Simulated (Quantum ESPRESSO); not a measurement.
WS: zone-centre phonons under several settings

```
CELL_PARAMETERS angstrom
3.00789 0.00000 0.00000
0.00000 3.00789 0.00000
0.00000 0.00000 3.00789
ATOMIC_POSITIONS crystal
W 0.50000 0.50000 0.50000
S 0.00000 0.00000 0.00000
```

The cell was built by a generator and needn't be a form met in nature.

All runs used Quantum ESPRESSO 7.5; k mesh 6 × 6 × 6, shifted; relaxed cell; no spin polarisation; occupations fermi-dirac, width 0.05 eV.

```csv
level,potentials,cutoff (eV),volume (Å³/atom),lowest optical mode without the field (cm⁻¹)
LDA,PseudoDojo 0.4.1 SR LDA standard,952,12.96,219
PBE,PseudoDojo 0.4.1 SR PBE standard,1007,13.63,194
PBEsol,PseudoDojo 0.4.1 SR PBEsol standard,1007,13.20,215
BLYP,PseudoDojo 0.4.1 SR PBE standard,1007,14.51,137
WC,PseudoDojo 0.4.1 SR PBE standard,1007,?,?
AM05,PseudoDojo 0.4.1 SR PBE standard,1007,13.12,222
vdW-DF-cx,PseudoDojo 0.4.1 SR PBE standard,1007,13.36,213
```

Q: What stands in the row left open?

A: Volume 13.35 Å³/atom; lowest optical mode without the field 208 cm⁻¹.

Caveats: the mesh is thin for the phonons of a metal; the potentials were made for another functional, which shifts forces and pressure (some runs).

For the row left open. Caveat: the k mesh is coarse; the mesh is thin for the phonons of a metal; the potentials were made for another functional, which shifts forces and pressure.
